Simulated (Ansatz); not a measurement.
# FGeH₃O: small, medium and large basis sets

How large a basis does FGeH₃O need? Two functionals are run in growing sets.

Program: Ansatz 0.2.0, Gaussian basis. Level of theory: one geometry, several basis sets. These are calculated values, not measurements.

Levels to be run: PBE0-D4/def2-SVP; ωB97M-V/def2-SVP; PBE0-D4/def2-QZVPP; ωB97M-V/def2-QZVPP; the functionals' def2-TZVPP values are taken from earlier runs.

## 1. The relaxed structure

An earlier PBE0-D4 in a triple-zeta def2 set relaxation fixed the geometry.

SMILES `[OH][GeH2][F]`, 6 atoms, charge 0, spin multiplicity 1.

Atoms are counted from 1 here; the program's logs count them from 0.

Bond lengths: O1–Ge2 1.760 Å, O1–H4 0.960 Å, Ge2–F3 1.738 Å, Ge2–H5 1.534 Å, Ge2–H6 1.526 Å. Angles: Ge2–O1–H4 113.6°, O1–Ge2–F3 107.6°, O1–Ge2–H5 112.1°, O1–Ge2–H6 106.3°, F3–Ge2–H5 105.1°, F3–Ge2–H6 107.8°, H5–Ge2–H6 117.4°.

## 2. PBE0-D4 in def2-SVP

in.yaml

```yaml
crystal:
  periodic: [false, false, false]
  atoms:
    - {symbol: O, position_ang: [-1.334855, -0.126436, -0.294593]}
    - {symbol: Ge, position_ang: [0.317954, 0.186998, 0.224237]}
    - {symbol: F, position_ang: [1.090673, -1.349608, 0.477170]}
    - {symbol: H, position_ang: [-1.394420, -0.538407, -1.159686]}
    - {symbol: H, position_ang: [1.145410, 0.875428, -0.869288]}
    - {symbol: H, position_ang: [0.217337, 0.887927, 1.575961]}
basis:
  gaussian: {orbitals: def2-SVP}
hamiltonian: {xc: pbe0, dispersion: d4}
output: {orbitals: {seedname: orbitals}}
```

Run with:

```console
> ansatz run in.yaml --threads 2 --pin off --events-out ev --progress --plain --max-ram 22528MiB --backend cpu
```

After this run come: ωB97M-V in def2-SVP; PBE0-D4 in def2-QZVPP; ωB97M-V in def2-QZVPP.

**Question.** What will the summary of the whole plan be? Wanted: PBE0-D4: double and triple zeta above quadruple; ωB97M-V: double and triple zeta above quadruple.

The runs gave:

| quantity | value |
| --- | --- |
| PBE0-D4: double and triple zeta above quadruple | 14.85, 1.53 eV |
| ωB97M-V: double and triple zeta above quadruple | 14.92, 1.48 eV |

In words: PBE0-D4 gains 13.32 eV from double to triple zeta, then 1.53 eV more. Total energies overstate the basis error of differences, where much of it tends to cancel. The LUMO of ωB97M-V is positive and keeps falling with the basis (2.60 to 1.48 eV): an unbound level that the basis holds in place.
